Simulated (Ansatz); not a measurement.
# C₃H₁₀AlN: one species, many methods

One table from this session's results is given with a row withheld; the runs are named, their logs left out.

Method: functionals in def2-TZVPP, the program's frozen cores in correlated methods; program: Ansatz 0.2.0, Gaussian basis.

Levels to be run: LDA (SPW92), PBE-D4, revPBE-D4, BLYP-D4, r2SCAN-D4, B97M-V, PBE0-D4, B3LYP-D4, r2SCANh-D4, r2SCAN0-D4, HSE06-D4, BHLYP-D4, CAM-B3LYP-D4, LC-ωPBE, ωB97X-V, ωB97M-V, B2PLYP, PBE-QIDH; CCSD(T)/def2-SVP; CCSD(T)/def2-TZVPP; MP2/def2-QZVPP; extrapolation to the limit; RPA on PBE.

## The geometry

An earlier PBE0-D4 in a triple-zeta def2 set relaxation fixed the geometry.

SMILES `CN(C)[CH2][AlH2]`, 15 atoms, charge 0, spin multiplicity 1.

Atoms are counted from 1 here; the program's logs count them from 0.

Bond lengths: C1–N2 1.441 Å, C1–H6 1.107 Å, C1–H7 1.092 Å, C1–H8 1.094 Å, N2–C3 1.444 Å, N2–C4 1.451 Å, C3–H9 1.106 Å, C3–H10 1.092 Å, C3–H11 1.093 Å, C4–Al5 1.967 Å, C4–H12 1.112 Å, C4–H13 1.101 Å, Al5–H14 1.589 Å, Al5–H15 1.591 Å. Angles: N2–C1–H6 112.7°, N2–C1–H7 110.2°, N2–C1–H8 110.2°, H6–C1–H7 107.9°, H6–C1–H8 108.1°, H7–C1–H8 107.6°, C1–N2–C3 110.9°, C1–N2–C4 111.7°, C3–N2–C4 112.0°, N2–C3–H9 112.5°, N2–C3–H10 109.9°, N2–C3–H11 110.1°, H9–C3–H10 107.9°, H9–C3–H11 108.1°, H10–C3–H11 108.2°, N2–C4–Al5 115.5°, N2–C4–H12 112.2°, N2–C4–H13 108.7° and more.

The first run:

The input, in.yaml:

```yaml
crystal:
  periodic: [false, false, false]
  atoms:
    - {symbol: C, position_ang: [-0.898305, -1.133457, 0.040149]}
    - {symbol: N, position_ang: [0.367243, -0.466195, -0.134366]}
    - {symbol: C, position_ang: [1.377387, -1.045691, 0.720181]}
    - {symbol: C, position_ang: [0.248260, 0.966968, 0.059206]}
    - {symbol: Al, position_ang: [-0.888024, 1.906358, -1.242864]}
    - {symbol: H, position_ang: [-1.312968, -1.005027, 1.058552]}
    - {symbol: H, position_ang: [-0.787966, -2.204627, -0.144041]}
    - {symbol: H, position_ang: [-1.630218, -0.748862, -0.676671]}
    - {symbol: H, position_ang: [1.144700, -0.923192, 1.794664]}
    - {symbol: H, position_ang: [2.342082, -0.570850, 0.529247]}
    - {symbol: H, position_ang: [1.476808, -2.114304, 0.513128]}
    - {symbol: H, position_ang: [-0.052327, 1.226439, 1.097816]}
    - {symbol: H, position_ang: [1.244195, 1.421450, -0.054718]}
    - {symbol: H, position_ang: [-1.585636, 1.162467, -2.460924]}
    - {symbol: H, position_ang: [-1.067129, 3.477623, -1.069957]}
basis:
  gaussian: {orbitals: def2-TZVPP}
hamiltonian: {xc: lda}
output: {orbitals: {seedname: orbitals}}
```

Steps of the session up to this table: LDA; PBE-D4 (GGA); revPBE-D4 (GGA); BLYP-D4 (GGA); r2SCAN-D4 (meta-GGA); B97M-V (meta-GGA); PBE0-D4 (hybrid); B3LYP-D4 (hybrid); r2SCANh-D4 (hybrid); r2SCAN0-D4 (hybrid); HSE06-D4 (hybrid); BHLYP-D4 (hybrid); CAM-B3LYP-D4 (range-separated); LC-ωPBE (range-separated); ωB97X-V (range-separated); ωB97M-V (range-separated); B2PLYP (double hybrid); PBE-QIDH (double hybrid).

One of the session's tables, all rows but one given; the rest of the session is left out.

It belongs to the step «Frontier levels by functional». 

| functional | HOMO (eV) | LUMO (eV) | gap (eV) |
| --- | --- | --- | --- |
| LDA (SPW92) | -4.88 | -2.35 | 2.53 |
| PBE-D4 | ? | ? | ? |
| revPBE-D4 | -4.74 | -1.97 | 2.77 |
| BLYP-D4 | -4.69 | -1.99 | 2.71 |
| r2SCAN-D4 | -5.01 | -1.75 | 3.26 |
| B97M-V | -5.25 | -2.02 | 3.23 |
| PBE0-D4 | -6.09 | -1.31 | 4.79 |
| B3LYP-D4 | -5.90 | -1.53 | 4.37 |
| r2SCANh-D4 | -5.51 | -1.49 | 4.02 |
| r2SCAN0-D4 | -6.26 | -1.11 | 5.15 |
| HSE06-D4 | -5.69 | -1.68 | 4.02 |
| BHLYP-D4 | -7.37 | -0.55 | 6.82 |
| CAM-B3LYP-D4 | -7.46 | -0.40 | 7.06 |
| LC-ωPBE | -8.75 | 0.72 | 9.47 |
| ωB97X-V | -8.47 | 0.57 | 9.04 |
| ωB97M-V | -8.41 | 0.26 | 8.66 |

Q: Estimate the row for PBE-D4 from the others.

**Answer.** HOMO (eV): -4.79; LUMO (eV): -2.09; gap (eV): 2.69. In the column «HOMO (eV)» it lies between LDA (SPW92) (-4.88) and revPBE-D4 (-4.74).
